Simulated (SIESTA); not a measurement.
Wanted: the native input for a SIESTA 5.4.2 run.

| Item | Value |
| --- | --- |
| Task | band structure |
| Functional | PBEsol |
| Potentials or basis | PseudoDojo 0.4 standard (PBEsol files) |
| Basis | DZP (energy shift 0.003 Ry; two zetas on semicore shells) |
| Grid cutoff | 800 Ry |
| Energy shift | 0.003 Ry |
| k mesh | 9 × 9 × 5 |
| Occupations | fermi-dirac, width 0.05 eV |
| Spin | collinear spin, ferromagnetic start |
| Starting moments | [3.0, 3.0, 0.0, 0.0] μB |

FeO:

```
CELL_PARAMETERS angstrom
3.04589 0.00000 0.00000
0.00000 3.04589 0.00000
0.00000 0.00000 5.46421
ATOMIC_POSITIONS crystal
Fe 0.50000 0.00000 0.50000
Fe 0.00000 0.50000 0.00000
O 0.50000 0.50000 0.25000
O 0.50000 0.50000 0.75000
```

The cell comes from a database or a generator and needn't be the stable form of this composition.

These files were run (other wordings do the same):

FeO.fdf

```
SystemName                      FeO
SystemLabel                     FeO
NumberOfSpecies                 2
NumberOfAtoms                   4
%block ChemicalSpeciesLabel
  1  26 Fe
  2   8 O
%endblock ChemicalSpeciesLabel

LatticeConstant                 1.0 Ang
%block LatticeVectors
     3.0458920022     0.0000000000     0.0000000000
     0.0000000000     3.0458920022     0.0000000000
     0.0000000000     0.0000000000     5.4642115070
%endblock LatticeVectors
AtomicCoordinatesFormat         Fractional
%block AtomicCoordinatesAndAtomicSpecies
     0.5000000000     0.0000000000     0.5000000000  1  Fe
     0.0000000000     0.5000000000     0.0000000000  1  Fe
     0.5000000000     0.5000000000     0.2500000000  2  O
     0.5000000000     0.5000000000     0.7500000000  2  O
%endblock AtomicCoordinatesAndAtomicSpecies

%block kgrid.MonkhorstPack
    9   0   0  0.0
    0   9   0  0.0
    0   0   5  0.0
%endblock kgrid.MonkhorstPack
XC.Functional                   GGA
XC.Authors                      PBEsol
PAO.BasisSize                   DZP
PAO.EnergyShift                 0.003 Ry
Mesh.Cutoff                     800 Ry
Spin                            polarized
%block DM.InitSpin
    1   3.000
    2   3.000
    3   0.000
    4   0.000
%endblock DM.InitSpin
OccupationFunction              FD
ElectronicTemperature           0.05 eV
MaxSCFIterations                200
SCF.MustConverge                false
SCF.Mixer.Method                Pulay
SCF.Mixer.Weight                0.1
SCF.Mixer.History               10
SCF.DM.Tolerance                5.0e-05
SCF.H.Tolerance                 1.0e-03 eV
WriteForces                     true
Charge.Mulliken                 end
BandLinesScale                  ReciprocalLatticeVectors
%block BandLines
    1    0.000000   0.000000   0.000000  \Gamma
    9    0.000000   0.500000   0.000000  X
    9    0.500000   0.500000   0.000000  M
   13    0.000000   0.000000   0.000000  \Gamma
    5    0.000000   0.000000   0.500000  Z
    9    0.000000   0.500000   0.500000  R
    9    0.500000   0.500000   0.500000  A
   13    0.000000   0.000000   0.500000  Z
    1    0.000000   0.500000   0.000000  X
    5    0.000000   0.500000   0.500000  R
    1    0.500000   0.500000   0.000000  M
    5    0.500000   0.500000   0.500000  A
%endblock BandLines
%block PAO.Basis
  Fe 5
  n=3 0 2
    2.625 0.000
  n=4 0 2
    7.520 0.000
  n=3 1 2
    2.943 0.000
  n=4 1 1
    7.520
  n=3 2 2
    4.859 0.000
%endblock PAO.Basis
```

Potentials or basis: PseudoDojo 0.4 standard (PBEsol files), DZP (energy shift 0.003 Ry; two zetas on semicore shells).

Launch:

```bash
$ siesta < FeO.fdf > FeO.out 2>&1
```

It gave:

* Pressure: -13.0 GPa
* Band gap on the k mesh: none (metal or under the smearing width)
* Net moment: 7.75 μB per cell
* Site moments: Fe +3.59; O +0.29 μB

Caveat: short orbitals over semicore shells can move pressures by several GPa; the basis of atomic orbitals isn't converged, which shifts pressures, moduli and gaps; semilocal functionals often make such compounds metallic where correlation or magnetic order opens a gap, which also shifts bond lengths; only a ferromagnetic start was run, and an antiferromagnetic order may lie lower in energy.

Wall time 110 s on 1 thread of Intel(R) Xeon(R) 6975P-C (Granite Rapids) (shared host), peak memory 0.37 GiB.
